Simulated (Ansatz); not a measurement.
This was printed by a script on Ansatz 0.2.0 through its Python package, for a convergence test of the k-point mesh of CdTe, space group F-43m. What did the script look like? Settings (first run): LDA, PAW, the default cutoff (420 eV here), 2×2×2 k-points, fixed occupations. The script varies mesh: (2, 2, 2), (3, 3, 3), (4, 4, 4), (5, 5, 5), (6, 6, 6), (8, 8, 8).

```yaml
crystal:
  lattice:
    - [0.00000, 3.20500, 3.20500]
    - [3.20500, 0.00000, 3.20500]
    - [3.20500, 3.20500, 0.00000]
  atoms:
    - { symbol: Cd, position: [0.00000, 0.00000, 0.00000] }
    - { symbol: Te, position: [0.25000, 0.25000, 0.25000] }
```

Running `python kconv.py` prints:
```text
DeckWarning: basis.ecutwfc = 420 eV, auto-derived from the records' recommended cutoffs: set by Cd (normal level)
(2, 2, 2): +701.01 meV/atom
(3, 3, 3): +142.29 meV/atom
(4, 4, 4): +36.64 meV/atom
(5, 5, 5): +10.80 meV/atom
(6, 6, 6): +3.36 meV/atom
```
(Warnings from the package without file and line.)

The script that was run (others could print the same):

The script, `kconv.py`:
```python
"""Convergence of CdTe with the k-point mesh."""

import csv

import ansatz


def main() -> None:
    lattice = ansatz.Lattice.of(
        (0.0, 3.205, 3.205),
        (3.205, 0.0, 3.205),
        (3.205, 3.205, 0.0),
    )
    sites = [
        ("Cd", (0.0, 0.0, 0.0)),
        ("Te", (0.25, 0.25, 0.25)),
    ]
    cdte = ansatz.Crystal(lattice=lattice)
    for symbol, position in sites:
        cdte = cdte.atom(symbol, position)

    base = cdte.calculation().occupations("fixed").functional("lda")

    rows = []
    for value in [(2, 2, 2), (3, 3, 3), (4, 4, 4), (5, 5, 5), (6, 6, 6), (8, 8, 8)]:
        data = base.kpoints(mesh=value).run(threads=1, pin="off").report
        rows.append((value, data["free_energy_ev"] / len(data["lattice"]["sites"]), data["n_iterations"], data["n_kpoints"]))

    with open("kconv.csv", "w", newline="") as handle:
        writer = csv.writer(handle)
        writer.writerow(["mesh", "F/atom (eV)", "iterations", "k-points"])
        writer.writerows([round(v, 5) if isinstance(v, float) else v for v in row] for row in rows)

    # differences from the last row
    for row in rows[:-1]:
        shift = 1000 * (row[1] - rows[-1][1])
        print(f"{row[0]}: {shift:+.2f} meV/atom" + ("  (within 2 meV)" if abs(shift) < 2 else ""))


if __name__ == "__main__":
    main()
```

Notes:
- Of the deposited cell: the entry's cell lengths or inner coordinates differ somewhat from later room-temperature determinations.
- The starting cell is as deposited in a crystallographic database; the results hold for this polymorph, which needn't be the stable one.
- Shifts are counted from the finest mesh, which is itself no proven limit.
- Cost: about 3 core-seconds.

(Lines on the test bed's own set-up are left out of the output.)
